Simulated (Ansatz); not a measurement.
Working through an atomisation energy of AsS

With Ansatz 0.2.0 through its Python package.

Run as a notebook:

**Cell 1**
```python
from collections import Counter

import ansatz as az
```

**Cell 2**
```python
def energy_of(molecule, charge=0, unpaired=0):
    calc = (
        molecule.calculation()
        .basis(gaussian='def2-SVP')
        .functional('B3LYP')
    )
    if charge:
        calc = calc.charge(charge)
    if unpaired:
        calc = calc.spin('collinear', total=unpaired)
    report = calc.run(threads=1, pin='off').report
    if report['published_state_doubts']:
        print('  doubts:', report['published_state_doubts'])
    return report['free_energy_ev']
```

**Cell 3**
```python
GEOMETRY = '''
As    0.00000    0.00000    0.00000
S     0.00000    0.00000    2.16000
'''
```

**Cell 4**
```python
mol = az.Crystal.molecule()
for line in GEOMETRY.strip().splitlines():
    symbol, *xyz = line.split()
    mol = mol.atom(symbol, [float(v) for v in xyz])
```

**Cell 5**
```python
unpaired = {'As': 3, 'S': 2}
counts = Counter(site.symbol for site in mol.cartesian_sites)
atom_energy = {s: energy_of(az.Crystal.molecule().atom(s, (0, 0, 0)), 0, unpaired[s]) for s in counts}
whole = energy_of(mol, 0, 1)
for s, e in atom_energy.items():
    print(f'{s:2s} x{counts[s]}  {e:14.5f} eV')
print(f'AsS: {whole:.5f} eV')
split = sum(counts[s] * e for s, e in atom_energy.items()) - whole
print(f'atomisation energy (no zero-point term): {96.485332 * split:.1f} kJ/mol, {split / sum(counts.values()):.3f} eV an atom')
```
Output:
```text
As x1    -60833.03236 eV
S  x1    -10830.00002 eV
AsS: -71666.78755 eV
atomisation energy (no zero-point term): 362.3 kJ/mol, 1.878 eV an atom
```

362.3 kJ/mol from the electronic energies, without the zero-point term.

Reading the output:
- Total energies depend on the basis set; only differences at equal settings carry meaning.
- The geometry is a force-field or estimated start, not a minimum of this method, and the basis set is short of its limit. All parts are taken at fixed geometry, without zero-point energy.
- The run takes the species as open-shell (spin multiplicity 2), which needn't be its ground state.
- b3lyp holds the VWN-RPA fit, as in Gaussian; the form of ORCA and Turbomole is b3lyp5.
- The spin state was assumed, and another may lie lower.
- It ran for 2.8 s on 1 thread of Arm Neoverse V2 (shared host), peak memory 0.18 GiB.
